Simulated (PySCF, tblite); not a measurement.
**C3H3F2OS−: dynamics, then NMR shifts on frames**

How do NMR shifts of C3H3F2OS− (`CO/C(F)=C(/F)[S-]`) change as the atoms move?

The runs use tblite 0.8.0 and PySCF 2.14.0, with density-fitted response routines of our own; the level of theory stands in each step. All values are computed, except where a source is named. Atoms count from 0, in the outputs and in this text.

## 1. The molecule as given

10 atoms, charge -1, multiplicity 1; geometry from: GFN2-xTB.

Bonds of the start (Å): C0–O1 1.42, O1–C2 1.36, C2–F3 1.40, C2–C4 1.34, C4–F5 1.38, C4–S6 1.68, C0–H7 1.09, C0–H8 1.10, C0–H9 1.09.

## 2. Dynamics with GFN2-xTB

Job settings and geometry (Å):

```
{"job": {"kind": "md", "xc": "GFN2-xTB", "basis": "xTB", "temperature": 300, "steps": 2000, "every": 50, "frames": 5}, "charge": -1, "multiplicity": 1}
C      1.452548    -0.203460     0.331885
O      0.587883    -0.654680    -0.700484
C     -0.738765    -0.504002    -0.428845
F     -1.339964    -1.725289    -0.117008
C     -1.424419     0.646840    -0.314853
F     -2.763892     0.514566     0.007520
S     -0.814399     2.198549    -0.548541
H      2.467874    -0.347875    -0.035605
H      1.305400    -0.777821     1.254265
H      1.276617     0.857825     0.529138
```

Method: GFN2-xTB Langevin dynamics, gas phase.

The run is started by

```sh
OMP_NUM_THREADS=1 python probes_run.py task.json out
```

This one command runs all jobs of the session in turn.

The program printed:

```text
t/fs     T/K      E/eV
    0.0   254.2   -678.71456
   25.0   112.9   -678.51843
   50.0   210.8   -678.54812
   75.0   314.5   -678.57038
  100.0   288.7   -678.52414
  125.0   169.6   -678.39241
  150.0   322.7   -678.51960
  175.0   192.4   -678.37147
  200.0   336.6   -678.48141
  225.0   317.9   -678.46999
  250.0   208.0   -678.37533
  275.0   127.4   -678.37678
  300.0   238.6   -678.41428
  325.0   251.2   -678.43954
  350.0   238.9   -678.41596
  375.0   135.1   -678.44549
  400.0   139.3   -678.38963
  425.0   186.1   -678.37954
  450.0   194.6   -678.30142
  475.0   266.0   -678.45700
  500.0   219.5   -678.44128
  525.0   261.8   -678.46784
  550.0   274.8   -678.47187
  575.0   255.2   -678.51263
  600.0   270.2   -678.33290
  625.0   431.5   -678.35951
  650.0   242.9   -678.30120
  675.0   360.8   -678.44838
  700.0   433.0   -678.58975
  725.0   344.2   -678.41897
  750.0   315.4   -678.40013
  775.0   369.2   -678.37643
  800.0   265.5   -678.30901
  825.0   333.4   -678.30975
  850.0   381.2   -678.43097
  875.0   355.8   -678.31448
  900.0   256.4   -678.31562
  925.0   298.8   -678.44233
  950.0   326.0   -678.43067
  975.0   364.5   -678.38225
 1000.0   452.8   -678.43747
```

It took 25 s on 1 thread of Intel Xeon at 2.50GHz, shared host; peak memory 0.18 GiB.

Distance from the start (root mean square after alignment): 0 fs 0.00 Å, 200 fs 0.23 Å, 400 fs 0.46 Å, 600 fs 0.37 Å, 800 fs 0.48 Å, 1000 fs 0.56 Å.

Positions (Å) and forces (eV/Å) at 1000 fs:

```xyz
10

C     0.250   -0.148   -1.137   -0.134    0.589    0.875
O    -1.200   -0.313   -1.103    1.252    0.521    0.223
C    -1.713   -0.197    0.136   -0.653   -1.675   -0.252
F    -2.220   -1.469    0.609    0.458    0.770   -0.328
C    -1.617    0.819    0.983   -0.574    0.516    0.244
F    -2.190    0.588    2.217    0.154    0.238    0.264
S    -1.136    2.360    0.521    0.226    0.256    0.243
H     0.612   -1.063   -1.569    0.528   -0.309   -0.168
H     0.701    0.043   -0.107   -0.742   -0.515   -1.083
H     0.561    0.734   -1.724   -0.514   -0.391   -0.017
```

## 3. NMR shieldings: 250 fs, PBE0/pcSseg-1

Job settings and geometry (Å):

```
{"job": {"kind": "nmr", "xc": "PBE0", "basis": "pcSseg-1", "pop": false}, "charge": -1, "multiplicity": 1}
C      1.606900    -0.238700    -0.212100
O      0.392500    -0.709800    -0.793900
C     -0.854200    -0.574300    -0.232700
F     -1.288400    -1.805700     0.332100
C     -1.570000     0.530500    -0.181400
F     -2.835000     0.447100     0.324000
S     -1.084000     1.962700    -0.833600
H      2.273000    -0.484200    -1.064700
H      1.884600    -0.874800     0.722700
H      1.582000     0.780000     0.030800
```

Method: GIAO PBE0/pcSseg-1 NMR shielding, non-relativistic, gas phase.

The program printed:

```text
coarse grid: 10000 points
cycle   1  E = -788.4265693324  dE =  9.530e-01  |g| = 7.846e-01  |ddm| = 2.989e+00
cycle   2  E = -788.3103282284  dE =  1.162e-01  |g| = 1.147e+00  |ddm| = 1.718e+00
cycle   3  E = -788.5429609886  dE = -2.326e-01  |g| = 1.178e-01  |ddm| = 1.057e+00
cycle   4  E = -788.5460997501  dE = -3.139e-03  |g| = 4.517e-02  |ddm| = 2.025e-01
cycle   5  E = -788.5465618253  dE = -4.621e-04  |g| = 1.669e-02  |ddm| = 6.943e-02
cycle   6  E = -788.5466204141  dE = -5.859e-05  |g| = 3.639e-03  |ddm| = 2.000e-02
cycle   7  E = -788.5466222100  dE = -1.796e-06  |g| = 1.749e-03  |ddm| = 4.589e-03
final grid: 95904 points
cycle   8  E = -788.6143699560  dE = -2.181e-05  |g| = 1.230e-02  |ddm| = 2.254e-02
cycle   9  E = -788.6143309392  dE =  3.902e-05  |g| = 1.879e-02  |ddm| = 2.424e-02
cycle  10  E = -788.6143988370  dE = -6.790e-05  |g| = 1.108e-03  |ddm| = 1.582e-02
cycle  11  E = -788.6143991134  dE = -2.764e-07  |g| = 2.921e-04  |ddm| = 1.391e-03
cycle  12  E = -788.6143991319  dE = -1.845e-08  |g| = 1.248e-04  |ddm| = 4.016e-04
cycle  13  E = -788.6143991353  dE = -3.484e-09  |g| = 3.582e-05  |ddm| = 1.427e-04
cycle  14  E = -788.6143991356  dE = -2.854e-10  |g| = 6.402e-06  |ddm| = 3.439e-05
converged SCF energy = -788.6143991356

GIAO shielding tensors (ppm)
atom      isotropic    diamagn.    paramagn.     s11        s22        s33       span
  0 C      126.640     243.742    -117.102     91.932    112.733    175.255     83.323
  1 O      250.151     396.105    -145.954    167.383    266.470    316.600    149.217
  2 C       26.858     249.978    -223.120    -10.226     37.492     53.308     63.534
  3 F      307.129     475.603    -168.474    263.138    301.372    356.876     93.738
  4 C       32.533     253.003    -220.470    -11.180     52.253     56.527     67.707
  5 F      282.245     473.527    -191.282    197.861    318.287    330.587    132.726
  6 S      648.352    1058.428    -410.076    595.601    611.175    738.282    142.681
  7 H       27.669      28.553      -0.885     22.972     25.920     34.114     11.142
  8 H       27.326      27.942      -0.616     23.509     25.914     32.555      9.046
  9 H       27.380      30.169      -2.789     22.090     28.401     31.649      9.560
```

Wall time 42 s (1 thread of Intel Xeon at 2.50GHz, shared host); peak memory 0.69 GiB.

Shifts follow as δ = σ(reference) − σ, with reference shieldings (ppm) from runs at the same level and on the same kind of geometry: ¹H TMS 31.72, ¹³C TMS 186.9, ¹⁹F CFCl3 170.9, ¹⁷O H2O 336.1, ³³S CS2 504. The references are single molecules in the gas phase, so shifts against H2O, NH3, PH3, H3PO4 or CFCl3 are not on the usual liquid scales and can be off by tens of ppm. Each atom is listed at this fixed geometry, with no averaging over motion; a spectrum would average atoms that exchange fast.

```csv
atoms,environment,σ (ppm),δ (ppm)
C2,alkene carbon bearing oxygen bonded to F,26.9,160.1
C4,β carbon of an enol-ether or enamine type C=C bonded to F,32.5,154.4
C0,methyl carbon bonded to O,126.6,60.3
H8,hydrogen on a methyl carbon bonded to O,27.33,4.39
H9,hydrogen on a methyl carbon bonded to O,27.38,4.34
H7,hydrogen on a methyl carbon bonded to O,27.67,4.05
O1,ether oxygen,250.2,85.9
F5,vinylic fluorine,282.2,-111.3
F3,vinylic fluorine,307.1,-136.2
S6,sulfur bonded to C,648,-145
```

Orbitals, density, ELF and potential are computed afterwards from the orbital file.

Frontier orbitals at PBE0/pcSseg-1, with the share of their density that lies nearest to each atom:

```csv
orbital,energy (eV),lies on
HOMO,-0.12,S6 56 %; C2 25 %; C4 7 %
LUMO,5.16,H8 37 %; H7 28 %; H9 11 %
```

ELF in a plane through or near 5 of the atoms.

Ten even steps from ' ' (0.00) to '@' (0.96):
```
                                                        
                                                        
                            ..::----====--..            
                        ..--++**####%%##**==..          
                        ::**##%%%%##@@@@%%##--          
                  ..::    **@@@@..++--%%@@##--          
                ::##@@==  --%%%%--::--##**::            
              ..==%%@@%%..  --****##%%**..              
          ..--++**######::    ..++----==--****--        
          ..==****--==++--::::==##--::++%%%%%%++..      
            ::++##==::**++==++++%%%%==++####%%==..      
              --####++==++++**----++..::%%%%##--        
              --**==....::..::++**--    ::==--          
              ..::..      ..==%%**%%++..                
                          --##%%==@@##==                
                          --++####**==::                
                            ..::::::..                  
                                                        
                                                        
                                                        
```
The map spans 11.0 Å across and 9.1 Å up, centred on the molecule. Atoms in the plane (x, y in Å): C0 (-1.6, 0.1), F3 (1.0, -2.0), C4 (1.7, 0.3), F5 (2.9, -0.1), S6 (1.4, 1.9).

On the surface of density 0.002 e/bohr³ the electrostatic potential runs, from the 1st to the 99th percentile, from -5.81 V near S6 to -2.32 V near H7.

## 4. Nuclear shieldings: 425 fs, PBE0/pcSseg-1

Job settings and geometry (Å):

```
{"job": {"kind": "nmr", "xc": "PBE0", "basis": "pcSseg-1", "pop": false}, "charge": -1, "multiplicity": 1}
C      1.543400    -0.605200    -0.096400
O      0.388600    -0.983700    -0.915600
C     -0.767300    -0.765200    -0.244600
F     -1.320500    -1.891600     0.367600
C     -1.544400     0.326800    -0.383000
F     -2.820600     0.336100     0.129600
S     -1.056800     1.813700    -1.048400
H      2.217500    -1.484700     0.045300
H      1.133800    -0.232400     0.845600
H      1.982600     0.326600    -0.599000
```

Method: GIAO PBE0/pcSseg-1 NMR shielding, non-relativistic, gas phase.

The program printed:

```text
coarse grid: 10000 points
cycle   1  E = -788.4251236386  dE =  8.488e-01  |g| = 7.935e-01  |ddm| = 2.966e+00
cycle   2  E = -788.2740280875  dE =  1.511e-01  |g| = 1.210e+00  |ddm| = 1.800e+00
cycle   3  E = -788.5465955174  dE = -2.726e-01  |g| = 1.327e-01  |ddm| = 1.170e+00
cycle   4  E = -788.5505399980  dE = -3.944e-03  |g| = 5.476e-02  |ddm| = 2.406e-01
cycle   5  E = -788.5512303709  dE = -6.904e-04  |g| = 1.900e-02  |ddm| = 8.101e-02
cycle   6  E = -788.5513066685  dE = -7.630e-05  |g| = 4.403e-03  |ddm| = 2.164e-02
cycle   7  E = -788.5513094958  dE = -2.827e-06  |g| = 2.283e-03  |ddm| = 6.159e-03
final grid: 95904 points
cycle   8  E = -788.6188124959  dE = -1.567e-05  |g| = 1.291e-02  |ddm| = 2.502e-02
cycle   9  E = -788.6187641255  dE =  4.837e-05  |g| = 2.021e-02  |ddm| = 2.514e-02
cycle  10  E = -788.6188450502  dE = -8.092e-05  |g| = 1.094e-03  |ddm| = 1.659e-02
cycle  11  E = -788.6188453170  dE = -2.668e-07  |g| = 3.083e-04  |ddm| = 1.433e-03
cycle  12  E = -788.6188453368  dE = -1.975e-08  |g| = 1.397e-04  |ddm| = 4.461e-04
cycle  13  E = -788.6188453412  dE = -4.392e-09  |g| = 3.654e-05  |ddm| = 1.577e-04
cycle  14  E = -788.6188453414  dE = -2.983e-10  |g| = 6.766e-06  |ddm| = 3.498e-05
converged SCF energy = -788.6188453414

GIAO shielding tensors (ppm)
atom      isotropic    diamagn.    paramagn.     s11        s22        s33       span
  0 C      108.800     248.591    -139.791     51.189     96.999    178.211    127.022
  1 O      251.605     395.694    -144.089    199.952    253.046    301.818    101.866
  2 C       21.040     253.036    -231.996    -29.749     37.789     55.081     84.829
  3 F      305.069     475.290    -170.222    276.941    294.488    343.778     66.837
  4 C       18.414     252.190    -233.776    -36.426     40.164     51.506     87.932
  5 F      262.716     473.978    -211.262    171.764    301.349    315.034    143.270
  6 S      583.079    1058.194    -475.115    507.451    537.718    704.068    196.617
  7 H       26.906      28.824      -1.918     23.394     24.717     32.606      9.211
  8 H       28.234      30.367      -2.133     26.106     26.930     31.665      5.559
  9 H       25.289      28.154      -2.865     21.420     23.853     30.592      9.172
```

Wall time 32 s (1 thread of Intel Xeon at 2.50GHz, shared host); peak memory 0.71 GiB.

In short: δ C4 168.5, C2 165.9, C0 78.1, O1 84.5, H9 6.43, H7 4.81 ppm.

## 5. Nuclear shieldings: 625 fs, PBE0/pcSseg-1

Job settings and geometry (Å):

```
{"job": {"kind": "nmr", "xc": "PBE0", "basis": "pcSseg-1", "pop": false}, "charge": -1, "multiplicity": 1}
C      1.434200    -0.623200    -0.453800
O      0.170400    -1.114100    -0.935000
C     -0.873400    -0.888000    -0.083900
F     -1.318700    -2.086400     0.549400
C     -1.522800     0.255400     0.133700
F     -2.683700     0.176800     0.808400
S     -1.008100     1.756900    -0.412800
H      1.839800    -0.142900    -1.316000
H      2.118200    -1.456600    -0.381500
H      1.244000     0.025900     0.355100
```

With the program's defaults for keys left out, this is: GIAO PBE0/pcSseg-1 NMR shielding, non-relativistic, gas phase.

The program printed:

```text
coarse grid: 10000 points
cycle   1  E = -788.4279542642  dE =  9.829e-01  |g| = 7.823e-01  |ddm| = 2.992e+00
cycle   2  E = -788.3030863553  dE =  1.249e-01  |g| = 1.159e+00  |ddm| = 1.672e+00
cycle   3  E = -788.5435997492  dE = -2.405e-01  |g| = 1.221e-01  |ddm| = 1.051e+00
cycle   4  E = -788.5470054716  dE = -3.406e-03  |g| = 4.659e-02  |ddm| = 2.053e-01
cycle   5  E = -788.5474943710  dE = -4.889e-04  |g| = 1.784e-02  |ddm| = 7.060e-02
cycle   6  E = -788.5475620972  dE = -6.773e-05  |g| = 3.961e-03  |ddm| = 2.059e-02
cycle   7  E = -788.5475644104  dE = -2.313e-06  |g| = 1.894e-03  |ddm| = 5.358e-03
final grid: 95904 points
cycle   8  E = -788.6161562527  dE = -2.447e-05  |g| = 1.244e-02  |ddm| = 2.361e-02
cycle   9  E = -788.6161159592  dE =  4.029e-05  |g| = 1.890e-02  |ddm| = 2.437e-02
cycle  10  E = -788.6161864954  dE = -7.054e-05  |g| = 1.174e-03  |ddm| = 1.600e-02
cycle  11  E = -788.6161868020  dE = -3.065e-07  |g| = 2.743e-04  |ddm| = 1.387e-03
cycle  12  E = -788.6161868174  dE = -1.545e-08  |g| = 1.272e-04  |ddm| = 3.845e-04
cycle  13  E = -788.6161868211  dE = -3.662e-09  |g| = 3.455e-05  |ddm| = 1.407e-04
cycle  14  E = -788.6161868213  dE = -2.667e-10  |g| = 6.069e-06  |ddm| = 3.485e-05
converged SCF energy = -788.6161868213

GIAO shielding tensors (ppm)
atom      isotropic    diamagn.    paramagn.     s11        s22        s33       span
  0 C      124.336     243.848    -119.512     86.010     99.721    187.276    101.265
  1 O      266.723     396.670    -129.947    199.878    272.110    328.180    128.302
  2 C       19.550     251.543    -231.992    -19.867     27.573     50.944     70.811
  3 F      296.751     474.713    -177.963    256.999    293.665    339.588     82.589
  4 C       29.833     252.780    -222.947    -19.711     52.448     56.761     76.473
  5 F      289.129     472.815    -183.686    205.832    320.228    341.327    135.494
  6 S      625.072    1058.513    -433.441    558.194    606.289    710.732    152.538
  7 H       28.266      30.515      -2.249     24.601     26.340     33.856      9.255
  8 H       28.037      29.647      -1.610     24.339     26.311     33.460      9.120
  9 H       27.929      29.609      -1.680     22.721     28.563     32.503      9.781
```

Run time: 30 s. Hardware: 1 thread of Intel Xeon at 2.50GHz, shared host; peak memory 0.71 GiB.

In short: δ C2 167.4, C4 157.1, C0 62.6, O1 69.4, H9 3.79, H8 3.68 ppm.

## 6. Shielding tensors: 800 fs, PBE0/pcSseg-1

Job settings and geometry (Å):

```
{"job": {"kind": "nmr", "xc": "PBE0", "basis": "pcSseg-1", "pop": false}, "charge": -1, "multiplicity": 1}
C      0.910900    -0.528500    -0.791700
O     -0.464800    -0.964700    -0.959900
C     -1.312500    -0.567700     0.061100
F     -1.370000    -1.649800     0.979400
C     -1.595400     0.663100     0.518600
F     -2.379700     0.752600     1.662800
S     -1.217300     2.131700    -0.235400
H      1.525000    -1.399500    -1.082500
H      0.950100    -0.052000     0.211700
H      1.237900     0.278300    -1.422300
```

Level: GIAO PBE0/pcSseg-1 NMR shielding, non-relativistic, gas phase.

The program printed:

```text
coarse grid: 10000 points
cycle   1  E = -788.4217051249  dE =  8.178e-01  |g| = 7.985e-01  |ddm| = 2.958e+00
cycle   2  E = -788.2556785261  dE =  1.660e-01  |g| = 1.248e+00  |ddm| = 1.730e+00
cycle   3  E = -788.5397558425  dE = -2.841e-01  |g| = 1.362e-01  |ddm| = 1.189e+00
cycle   4  E = -788.5439171456  dE = -4.161e-03  |g| = 5.980e-02  |ddm| = 2.512e-01
cycle   5  E = -788.5447749949  dE = -8.578e-04  |g| = 2.141e-02  |ddm| = 9.120e-02
cycle   6  E = -788.5448770853  dE = -1.021e-04  |g| = 5.112e-03  |ddm| = 2.527e-02
cycle   7  E = -788.5448814722  dE = -4.387e-06  |g| = 2.504e-03  |ddm| = 7.125e-03
final grid: 95904 points
cycle   8  E = -788.6144582512  dE = -2.179e-05  |g| = 1.336e-02  |ddm| = 2.538e-02
cycle   9  E = -788.6144021229  dE =  5.613e-05  |g| = 2.125e-02  |ddm| = 2.802e-02
cycle  10  E = -788.6144939932  dE = -9.187e-05  |g| = 1.259e-03  |ddm| = 1.880e-02
cycle  11  E = -788.6144943568  dE = -3.636e-07  |g| = 3.396e-04  |ddm| = 1.608e-03
cycle  12  E = -788.6144943810  dE = -2.418e-08  |g| = 1.570e-04  |ddm| = 4.515e-04
cycle  13  E = -788.6144943868  dE = -5.733e-09  |g| = 3.994e-05  |ddm| = 1.837e-04
cycle  14  E = -788.6144943871  dE = -3.547e-10  |g| = 9.096e-06  |ddm| = 4.173e-05
converged SCF energy = -788.6144943871

GIAO shielding tensors (ppm)
atom      isotropic    diamagn.    paramagn.     s11        s22        s33       span
  0 C      116.206     246.480    -130.274     66.484     97.999    184.135    117.651
  1 O      251.240     396.009    -144.768    202.849    246.032    304.840    101.991
  2 C       15.354     250.323    -234.969    -27.570     16.448     57.185     84.755
  3 F      285.071     475.996    -190.925    213.498    289.055    352.660    139.162
  4 C       14.354     254.551    -240.197    -49.210     41.016     51.257    100.467
  5 F      253.958     473.798    -219.840    164.682    285.192    311.999    147.317
  6 S      564.275    1058.092    -493.817    496.563    562.319    633.944    137.382
  7 H       27.326      29.519      -2.193     23.736     25.025     33.217      9.481
  8 H       27.135      29.676      -2.541     24.503     25.877     31.026      6.523
  9 H       27.296      30.562      -3.266     23.219     26.390     32.281      9.062
```

Run time: 30 s. Hardware: 1 thread of Intel Xeon at 2.50GHz, shared host; peak memory 0.72 GiB.

Key values: δ C4 172.6, C2 171.6, C0 70.7, O1 84.8, H8 4.58, H9 4.42 ppm.

## 7. NMR shieldings: 1000 fs, PBE0/pcSseg-1

Job settings and geometry (Å):

```
{"job": {"kind": "nmr", "xc": "PBE0", "basis": "pcSseg-1", "pop": false}, "charge": -1, "multiplicity": 1}
C      0.249900    -0.148500    -1.136500
O     -1.200500    -0.313000    -1.102800
C     -1.712900    -0.196600     0.135700
F     -2.220000    -1.468900     0.609000
C     -1.617200     0.819300     0.983400
F     -2.190300     0.587500     2.217300
S     -1.135700     2.359700     0.520700
H      0.611900    -1.063200    -1.569300
H      0.700500     0.042800    -0.106700
H      0.560900     0.734100    -1.724200
```

Method: GIAO PBE0/pcSseg-1 NMR shielding, non-relativistic, gas phase.

The program printed:

```text
coarse grid: 10000 points
cycle   1  E = -788.4326631699  dE =  8.652e-01  |g| = 7.815e-01  |ddm| = 2.965e+00
cycle   2  E = -788.3054755529  dE =  1.272e-01  |g| = 1.172e+00  |ddm| = 1.665e+00
cycle   3  E = -788.5467513135  dE = -2.413e-01  |g| = 1.193e-01  |ddm| = 1.059e+00
cycle   4  E = -788.5499205596  dE = -3.169e-03  |g| = 5.007e-02  |ddm| = 2.027e-01
cycle   5  E = -788.5504685919  dE = -5.480e-04  |g| = 1.939e-02  |ddm| = 7.113e-02
cycle   6  E = -788.5505443679  dE = -7.578e-05  |g| = 4.030e-03  |ddm| = 2.025e-02
cycle   7  E = -788.5505466186  dE = -2.251e-06  |g| = 2.125e-03  |ddm| = 5.748e-03
final grid: 95904 points
cycle   8  E = -788.6186221519  dE = -2.311e-05  |g| = 1.265e-02  |ddm| = 2.353e-02
cycle   9  E = -788.6185755399  dE =  4.661e-05  |g| = 1.985e-02  |ddm| = 2.593e-02
cycle  10  E = -788.6186537270  dE = -7.819e-05  |g| = 1.167e-03  |ddm| = 1.690e-02
cycle  11  E = -788.6186540289  dE = -3.019e-07  |g| = 3.716e-04  |ddm| = 1.496e-03
cycle  12  E = -788.6186540602  dE = -3.134e-08  |g| = 1.474e-04  |ddm| = 5.055e-04
cycle  13  E = -788.6186540652  dE = -5.020e-09  |g| = 3.593e-05  |ddm| = 1.629e-04
cycle  14  E = -788.6186540655  dE = -2.790e-10  |g| = 8.203e-06  |ddm| = 3.347e-05
converged SCF energy = -788.6186540655

GIAO shielding tensors (ppm)
atom      isotropic    diamagn.    paramagn.     s11        s22        s33       span
  0 C      113.981     246.800    -132.819     58.244    106.420    177.280    119.036
  1 O      257.009     396.164    -139.155    212.151    249.833    309.043     96.892
  2 C       14.584     250.742    -236.158    -30.601     25.943     48.410     79.011
  3 F      280.696     474.893    -194.197    233.009    269.462    339.617    106.608
  4 C       28.823     253.398    -224.575    -14.732     43.370     57.832     72.564
  5 F      290.460     472.429    -181.970    214.888    321.506    334.984    120.096
  6 S      615.506    1058.019    -442.513    573.256    594.427    678.834    105.577
  7 H       27.793      30.889      -3.096     24.142     25.319     33.917      9.775
  8 H       26.953      29.365      -2.412     23.325     26.698     30.838      7.513
  9 H       26.696      29.276      -2.581     23.036     24.794     32.257      9.221
```

Wall time 34 s (1 thread of Intel Xeon at 2.50GHz, shared host); peak memory 0.72 GiB.

In short: δ C2 172.3, C4 158.1, C0 72.9, O1 79.1, H9 5.02, H8 4.76 ppm.

## 8. Comparing the runs: NMR shifts

Shifts (ppm) of some atoms, chosen among heavy atoms and hydrogens apart, with basis size and wall time:

```csv
frame,C4,C0,H9,H7,F5,F3,S6,functions,time
250 fs,154.4,60.3,4.34,4.05,-111.3,-136.2,-145,141,42 s
425 fs,168.5,78.1,6.43,4.81,-91.8,-134.1,-79,141,32 s
625 fs,157.1,62.6,3.79,3.45,-118.2,-125.8,-121,141,30 s
800 fs,172.6,70.7,4.42,4.39,-83.0,-114.1,-61,141,30 s
1000 fs,158.1,72.9,5.02,3.92,-119.5,-109.8,-112,141,34 s
```

## 9. Summary of results

| quantity | value |
| --- | --- |
| thermostat | 300 K |
| mean temperature, second half | 324 K |
| mean potential energy above the minimum | 0.31 eV |
| ¹³C shifts against TMS (PBE0/pcSseg-1, 250 fs) | 160.1, 154.4, 60.3 ppm |
| ¹H shifts against TMS (PBE0/pcSseg-1, 250 fs) | 4.39, 4.34, 4.05 ppm |
| ¹⁷O shifts against H2O (PBE0/pcSseg-1, 250 fs) | 85.9 ppm |
| ¹⁹F shifts against CFCl3 (PBE0/pcSseg-1, 250 fs) | -111.3, -136.2 ppm |
| ³³S shifts against CS2 (PBE0/pcSseg-1, 250 fs) | -145 ppm |
| range of the shift of S6 | -145 to -61 ppm |

**Reading.** In the second half the potential energy averages 0.31 eV above the minimum; equipartition over 24 harmonic modes at 300 K would give 0.31 eV. With 10 atoms the temperature swings widely (113 to 453 K). Shifts at one fixed geometry are not the observed spectrum, which averages over the motion. Across the 5 runs the shift of S6 moves most, between -145 (250 fs) and -61 ppm (800 fs).
